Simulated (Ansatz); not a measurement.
# Hf2Pd2Se2Br2O3 (P-3m1) in Ansatz: relaxation of cell and atoms with PBEsol+D3(BJ)

Aim: the relaxation of cell and atoms of Hf2Pd2Se2Br2O3 with PBEsol+D3(BJ).

Everything below comes from runs of Ansatz 0.2.0. Logs are shortened: lines on timing, memory, paths and dates and some standing lists are left out, and cuts for length are marked.

## 1. Starting point

It takes space group P-3m1 (No. 164, trigonal). Conventional cell: a = 3.726 Å, b = 3.726 Å, c = 17.009 Å, α = 90.00°, β = 90.00°, γ = 120.00°. Around Hf (site symmetry 3m) lie 7 O at 2.15 to 2.43 Å. Around Pd (site symmetry 3m) lie 3 Se at 2.51 Å and 3 Br at 2.70 Å. Se (site symmetry 3m) has 3 Pd at 2.51 Å and 1 Hf at 2.73 Å as nearest neighbours. Around Br (site symmetry 3m) lie 3 Pd at 2.70 Å. Around O (site symmetry 3m) lie 4 Hf at 2.15 to 2.37 Å. Around O (site symmetry -3m) lie 6 Hf at 2.43 Å and 6 O at 2.48 Å.

The cell was built by a generator and needn't be a form met in nature.

## 2. Relaxation of cell and atoms, PBEsol+D3(BJ)

Input file input.yaml:

```yaml
crystal:
  lattice:
    - [3.72613, 0.0, 0.0]
    - [-1.86306, 3.22692, 0.0]
    - [0.0, 0.0, 17.00867]
  atoms:
    - { symbol: Hf, position: [0.66667, 0.33333, 0.93385] }
    - { symbol: Hf, position: [0.33333, 0.66667, 0.06615] }
    - { symbol: Pd, position: [0.0, 0.0, 0.30298] }
    - { symbol: Pd, position: [0.0, 0.0, 0.69702] }
    - { symbol: Se, position: [0.33333, 0.66667, 0.22649] }
    - { symbol: Se, position: [0.66667, 0.33333, 0.77351] }
    - { symbol: Br, position: [0.66667, 0.33333, 0.39862] }
    - { symbol: Br, position: [0.33333, 0.66667, 0.60138] }
    - { symbol: O, position: [0.33333, 0.66667, 0.92689] }
    - { symbol: O, position: [0.66667, 0.33333, 0.07311] }
    - { symbol: O, position: [0.0, 0.0, 0.0] }
hamiltonian:
  xc: pbesol
  pseudopotentials: { kind: paw }
  dispersion: d3bj
kpoints:
  mp_grid: { grid: [6, 6, 2] }
scf:
  occupations: { method: fermi_dirac, width: 0.05 }
output:
  forces: true
  stress: true
  eigenvalues: true
  write_density: true
  write_potential: true
  elf: true
  volumetric_format: npy
relax:
  f_tol: 0.01
  max_steps: 40
  cell: { stress_tol: 0.05 }
```

Potentials or basis: Ansatz PAW.

Command:

```bash
ansatz run input.yaml --threads 8 --pin off --max-ram 20480MiB --backend cpu --events-out ev --progress --plain --runs-dir out
```

Standard output:

```text
Warning: the atoms were moved onto the symmetric positions of the space group found under crystal.symmetry.tolerance 1.0e-5 (fractional; no operation is sought that the atoms, as they stand in a round, miss by more than twice it, and no atom is moved by as much as it), and the run uses the moved positions. Before a round's move an operation carried an atom to 3.73e-5 Å from where it should land, the largest such distance. Atom 0 (counting from 0) moved farthest, by 2.15e-5 Å; the longest move in fractions of the cell, of whichever atom, is 0.47 of the tolerance, in 1 round. To run the atoms as typed, lower crystal.symmetry.tolerance until the operations that they miss are no longer found, or set crystal.symmetry.detect: false (a key that needs symmetry detection or time reversal refuses this as the deck is read). The positions used, in the order of the run's atom list: position: [0.6666666666666666, 0.3333333333333333, 0.93385]; position: [0.3333333333333333, 0.6666666666666666, 0.06615]; position: [0.0, 0.0, 0.30298]; position: [0.0, 0.0, 0.69702]; position: [0.3333333333333333, 0.6666666666666666, 0.22649]; position: [0.6666666666666666, 0.3333333333333333, 0.77351]; position: [0.6666666666666666, 0.3333333333333333, 0.39862]; position: [0.3333333333333333, 0.6666666666666666, 0.60138]; position: [0.3333333333333333, 0.6666666666666666, 0.92689]; position: [0.6666666666666666, 0.3333333333333333, 0.07311]; position: [0.0, 0.0, 0.0]; The lattice was moved too: crystal.lattice keeps the space group found at crystal.symmetry.tolerance 1.0e-5 only nearly: the operation that it misses by the most changes a squared length by the fraction 3.29e-6. The run uses the lattice that is a stretch of the typed one, with no rotation, onto the one that keeps every operation to a double's rounding (on a very oblique basis the stretch itself rounds by more); the deck's lattice vector that moved farthest moved by 3.44e-6 Å. To run the lattice as typed, set crystal.symmetry.tolerance under 1.88e-7, the least fraction by which an operation that the lattice misses changes a squared length (the same key also sets how far an atom may lie from its image, so lowering it can lose operations that the atoms keep only within it), or set crystal.symmetry.detect: false, as for the atoms. crystal.lattice made exact, in Å and degrees: [[3.726128130654974, -2.886751346029518e-6, 0.0], [-1.8630615653274871, 3.2269230622787024, 0.0], [0.0, 0.0, 17.00867]]. Pasted over the deck's crystal.lattice, beside positions in fractional coordinates, it runs the same cell (given as lengths and angles, that cell in the form's own orientation, a rigid turn of the misfit's size from the one run here, for which a checkpoint.post_process_only pass over this run's state can be refused: where this run relaxes nothing, give such a pass this deck's own crystal.lattice, as typed; behind a relaxation, as crystal.lattice, the state's own cell, identity.cell in its checkpoint.json), and a matrix so pasted ends this notice, except on a very skew basis of the lattice, where the rounding of the pasted numbers themselves can read as a misfit: the cell is then moved again, and that move is told again. The lattice as run is in this notice's lattice.as_run_ang field (Run.prep()["deck_notices"] in Python, the deck_notice line of an events file, deck_notices of ansatz run --dry-run=json, or deck_notices in record.json in the deck's checkpoint.write directory).
Warning: RAYON_NUM_THREADS=8 ignored (pool sized by the plan → 8); use --threads N
Engine: ansatz 0.2.0, aarch64-unknown-linux-gnu
Pseudopotentials: kind: paw
Pseudopotential: Hf, paw, valence charge 26, recommended cutoff 420 eV (normal), Hf.paw.azcp
Pseudopotential: Pd, paw, valence charge 18, recommended cutoff 420 eV (normal), Pd.paw.azcp
Pseudopotential: Se, paw, valence charge 16, recommended cutoff 420 eV (normal), Se.paw.azcp
Pseudopotential: Br, paw, valence charge 7, recommended cutoff 420 eV (normal), Br.paw.azcp
Pseudopotential: O, paw, valence charge 6, recommended cutoff 420 eV (normal), O.paw.azcp
Functional definition: PBEsol
  exchange = pbesol_x
  correlation = pbesol_c
Crystal: 11 atoms, lattice volume = 204.511 Å³
Basis set: ecut = 420 eV, 3993 PW (Γ), exchange–correlation on 50×50×240 points (8 copies of the dense FFT grid, shifted against one another)
Bands: 92, of which v1, the nominal top of the filled ones, is band 76 counted from 1 (75 counted from 0)
Symmetry: 12 space group operations
Space group: P-3m1 (ITA 164), of the structure as read, at distance tolerance 5.9e-5 Å
k-points: 14 of 72
Non-local potential: Hf, projectors of the file, l = 0: 3, l = 1: 2, l = 2: 2, l = 3: 3
Non-local potential: Pd, projectors of the file, l = 0: 2, l = 1: 2, l = 2: 2, l = 3: 1
Non-local potential: Se, projectors of the file, l = 0: 2, l = 1: 2, l = 2: 3, l = 3: 1
Non-local potential: Br, projectors of the file, l = 0: 2, l = 1: 2, l = 2: 2
[... 223 lines left out ...]
  atom  11  O      0.00000000    -0.00000000     0.00000000
  max |Σ_I F_I| component: 1.04e-17 eV/Å
--- Stress (GPa, compression-positive) ---
        0.029543      -0.000000      -0.000000
       -0.000000       0.029543      -0.000000
       -0.000000      -0.000000       0.011711
  P = ⅓ Tr σ = 0.0236 GPa (0.236 kbar)
--- Band table (eV; the first three rows and the last of 14) ---
  k-point 0: bands = ["-71.2199", "-71.2199", "-49.5087", "-49.4565", "-37.0040", "-37.0040", "-36.9853", "-36.9853", "-36.9853", "-36.9853", "-34.7398", "-34.7398", "-34.7398", "-34.7398", "-34.6943", "-34.6943", "-34.6943", "-34.6943", "-34.6810", "-34.6810", "-18.5063", "-18.2070", "-18.2070", "-18.0652", "-18.0652", "-18.0311", "-7.5528", "-6.6194", "-4.7219", "-2.8515", "-2.2066", "-0.5884", "-0.5337", "0.5765", "0.5838", "0.5838", "0.5925", "0.5925", "0.6255", "0.6255", "0.6330", "0.6377", "0.6377", "0.6522", "0.6591", "0.6723", "0.7719", "5.4445", "5.4445", "6.7471", "6.7471", "6.9681", "7.0033", "8.2110", "8.2646", "8.4704", "8.4704", "8.5040", "8.5040", "9.1038", "9.7698", "10.1186", "10.1186", "10.4530", "10.4530", "10.4580", "10.4580", "11.1797", "11.4068", "11.6596", "11.6596", "11.9255", "12.0161", "12.0161", "13.6469", "13.6469", "14.5346", "14.5346", "15.1586", "15.1586", "16.4303", "16.6573", "17.4848", "17.4848", "17.5146", "18.2630", "18.6539", "19.1235", "19.2982", "19.7634", "19.7634", "20.5887"]
  k-point 1: bands = ["-71.2199", "-71.2199", "-49.5087", "-49.4565", "-37.0040", "-37.0040", "-36.9853", "-36.9853", "-36.9853", "-36.9853", "-34.7398", "-34.7398", "-34.7398", "-34.7398", "-34.6943", "-34.6943", "-34.6943", "-34.6943", "-34.6810", "-34.6810", "-18.5063", "-18.2070", "-18.2070", "-18.0652", "-18.0652", "-18.0311", "-7.5528", "-6.6194", "-4.7219", "-2.8518", "-2.2057", "-0.6055", "-0.5172", "0.5763", "0.5838", "0.5838", "0.5925", "0.5925", "0.6255", "0.6255", "0.6333", "0.6377", "0.6377", "0.6522", "0.6591", "0.6723", "0.7723", "5.4443", "5.4443", "6.6924", "6.7472", "6.7472", "7.5050", "8.0183", "8.2948", "8.4724", "8.4724", "8.5019", "8.5019", "8.7542", "10.1189", "10.1189", "10.1935", "10.4519", "10.4519", "10.4591", "10.4591", "11.1637", "11.5284", "11.6327", "11.6784", "11.6784", "11.9859", "11.9859", "13.7175", "13.7175", "14.4085", "14.4085", "15.2348", "15.2348", "16.5435", "17.0324", "17.4601", "17.4736", "17.4736", "17.6428", "18.3166", "19.4251", "19.7636", "19.7636", "19.7795", "20.4700"]
  k-point 2: bands = ["-71.2197", "-71.2197", "-49.5036", "-49.4576", "-37.0039", "-37.0039", "-36.9879", "-36.9879", "-36.9861", "-36.9861", "-34.7399", "-34.7399", "-34.7397", "-34.7397", "-34.6944", "-34.6944", "-34.6941", "-34.6941", "-34.6810", "-34.6810", "-18.5146", "-18.3362", "-18.2354", "-18.1189", "-18.0678", "-18.0032", "-7.2171", "-6.4413", "-4.9586", "-2.6793", "-2.0783", "-0.4467", "-0.4188", "0.5802", "0.5843", "0.5867", "0.5948", "0.5951", "0.6155", "0.6219", "0.6353", "0.6366", "0.6402", "0.6461", "0.6520", "0.6704", "0.7319", "5.7686", "5.9137", "6.2416", "7.0379", "7.0454", "7.2709", "7.8198", "8.1618", "8.3818", "8.5632", "8.5778", "8.6114", "9.4907", "9.6039", "9.7332", "9.7978", "9.8426", "10.1805", "10.2553", "10.3205", "10.7464", "10.8941", "11.5435", "11.7368", "11.7673", "12.0863", "12.2917", "13.5264", "13.7035", "13.8301", "14.1726", "14.9708", "15.1762", "16.5899", "17.1990", "17.3102", "17.8353", "17.9136", "18.7004", "18.9891", "19.2829", "19.4151", "19.8820", "19.9796", "20.1871"]
  k-point 13: bands = ["-71.2192", "-71.2192", "-49.4735", "-49.4735", "-37.0034", "-37.0034", "-36.9940", "-36.9940", "-36.9920", "-36.9920", "-34.7405", "-34.7405", "-34.7395", "-34.7395", "-34.6950", "-34.6950", "-34.6933", "-34.6933", "-34.6809", "-34.6809", "-18.5845", "-18.5845", "-18.4652", "-18.1550", "-18.0697", "-18.0697", "-5.8777", "-5.8777", "-5.6219", "-1.8400", "-1.8400", "0.1533", "0.1533", "0.5756", "0.5756", "0.5938", "0.5946", "0.6036", "0.6036", "0.6295", "0.6329", "0.6329", "0.6395", "0.6404", "0.6404", "0.6520", "0.6520", "5.4733", "5.4733", "7.2588", "7.3921", "7.3921", "7.8626", "7.8626", "7.9162", "8.1181", "8.3120", "8.3120", "8.6711", "8.9346", "8.9346", "9.1493", "9.1493", "9.2619", "9.6867", "9.9635", "10.3511", "10.3511", "10.8569", "10.8677", "11.3127", "11.3127", "11.6239", "11.6239", "12.7995", "13.1970", "13.1970", "13.7524", "13.7524", "15.1806", "16.0614", "17.1126", "17.1126", "17.8798", "17.8798", "18.2988", "18.2988", "18.3977", "19.2091", "19.6789", "20.5404", "20.5404"]
--- Relaxed structure (9 steps of the walk, 9 accepted, 2 SCFs on fresh bases) ---
  F+E_penalty+E_count = -63025.45190035 eV   max|allowed force component| = 4.596e-3 eV/Å   (the final SCF, on the basis selected at the relaxed cell)
  cell:  # Å, volume = 181.5931 Å³
    - [3.6464250876858775, -2.8250028343030866e-6, -1.1250674377505536e-17]
    - [-1.8232100973187186, 3.157898171434286, 1.0064664931878812e-23]
    - [-5.1356015318738596e-17, -2.9650303169788884e-17, 15.7700893245157]
  atoms:
    - { symbol: Hf, position: [0.6666666666666667, 0.33333333333333337, 0.9294992125511358] }
    - { symbol: Hf, position: [0.33333333333333337, 0.6666666666666667, 0.07050078744886426] }
    - { symbol: Pd, position: [3.319577655761142e-18, 1.6597866006506328e-18, 0.3199981332224495] }
    - { symbol: Pd, position: [-3.3195776557611433e-18, -1.6597866006506357e-18, 0.6800018667775504] }
    - { symbol: Se, position: [0.33333333333333337, 0.6666666666666667, 0.23857001188301483] }
    - { symbol: Se, position: [0.6666666666666667, 0.33333333333333337, 0.7614299881169854] }
    - { symbol: Br, position: [0.6666666666666667, 0.33333333333333337, 0.41992952090125885] }
    - { symbol: Br, position: [0.33333333333333337, 0.6666666666666667, 0.5800704790987412] }
    - { symbol: O, position: [0.33333333333333337, 0.6666666666666667, 0.9203739393333052] }
    - { symbol: O, position: [0.6666666666666667, 0.33333333333333337, 0.07962606066669457] }
    - { symbol: O, position: [-1.1314997274700772e-35, -3.0847608620079546e-34, -2.5961228932255565e-19] }
```

Run time: 38 s. Hardware: 8 threads of Arm Neoverse V1, shared host; peak memory 1.2 GiB.

What came out:

| Quantity | Value |
| --- | --- |
| Free energy | -63025.4519 eV |
| Relaxed volume | 16.51 Å³/atom |
| Relaxed cell | a = 3.646 Å, b = 3.646 Å, c = 15.770 Å, α = 90.00°, β = 90.00°, γ = 120.00° |
| Space group after relaxing (to 0.05 Å) | P-3m1 (No. 164) |
| Energy gained by relaxing | 44.2 meV/atom |
| Ionic steps | 11 |
| Pressure after relaxing | 0.0 GPa |
| Largest force after relaxing | 0.005 eV/Å |
| Band gap on the k mesh | none (metal or under the smearing width) |

Forces on the atoms (eV/Å):
```
Hf   0.000  0.000 -0.005
Hf   0.000  0.000  0.005
Pd   0.000  0.000  0.000
Pd   0.000  0.000  0.000
Se   0.000  0.000 -0.002
Se   0.000  0.000  0.002
Br   0.000  0.000  0.004
Br   0.000  0.000 -0.004
O    0.000  0.000  0.003
O    0.000  0.000 -0.003
O    0.000  0.000  0.000
```

Step by step:
| step | energy change (eV) | largest force (eV/Å) | volume (Å³) |
| --- | --- | --- | --- |
| 1 | 0.0000 | 0.3586 | 204.51 |
| 2 | -0.2774 | 0.5468 | 184.39 |
| 3 | -0.4667 | 0.1174 | 185.20 |
| 4 | -0.4906 | 0.2046 | 179.51 |
| 5 | -0.5015 | 0.0564 | 182.72 |
| 6 | -0.5038 | 0.0566 | 182.23 |
| 7 | -0.5049 | 0.0121 | 181.94 |
| 8 | -0.5049 | 0.0006 | 181.95 |
| 9 | -0.4863 | 0.0015 | 181.95 |
| 10 | -0.4870 | 0.0049 | 181.59 |
| 11 | -0.4864 | 0.0046 | 181.59 |

Final structure:
```
Hf Pd Se Br O
1.0
     3.64643    0.00000    0.00000
    -1.82321    3.15790    0.00000
     0.00000    0.00000   15.77009
Hf Pd Se Br O
2 2 2 2 3
Direct
  0.66667 0.33333 0.92950
  0.33333 0.66667 0.07050
  0.00000 0.00000 0.32000
  0.00000 0.00000 0.68000
  0.33333 0.66667 0.23857
  0.66667 0.33333 0.76143
  0.66667 0.33333 0.41993
  0.33333 0.66667 0.58007
  0.33333 0.66667 0.92037
  0.66667 0.33333 0.07963
  0.00000 0.00000 0.00000
```

Levels at points of the mesh, in eV from the Fermi level:
```tsv
k point	band 72	band 73	band 74	band 75	band 76	band 77	band 78	band 79
(0.00, 0.00, 0.00)	-1.71	-1.62	-1.62	0.01	0.01	0.90	0.90	1.52
(0.00, 0.00, -0.50)	-1.96	-1.65	-1.65	0.08	0.08	0.77	0.77	1.60
(0.00, -0.50, 0.00)	-2.62	-2.28	-2.25	-0.21	0.05	0.21	0.59	0.87
(0.00, -0.50, -0.50)	-2.62	-2.27	-2.24	-0.11	0.11	0.26	0.29	0.87
```

Caveat: the plane-wave basis is chosen anew once the cell has moved, so the energies of steps on either side of that aren't comparable; the PAW data sets come from PBE, with cores solved anew for the run's functional, which leaves a small shift of forces and pressure. The run has no spin-orbit coupling, so splittings on Hf are missing.
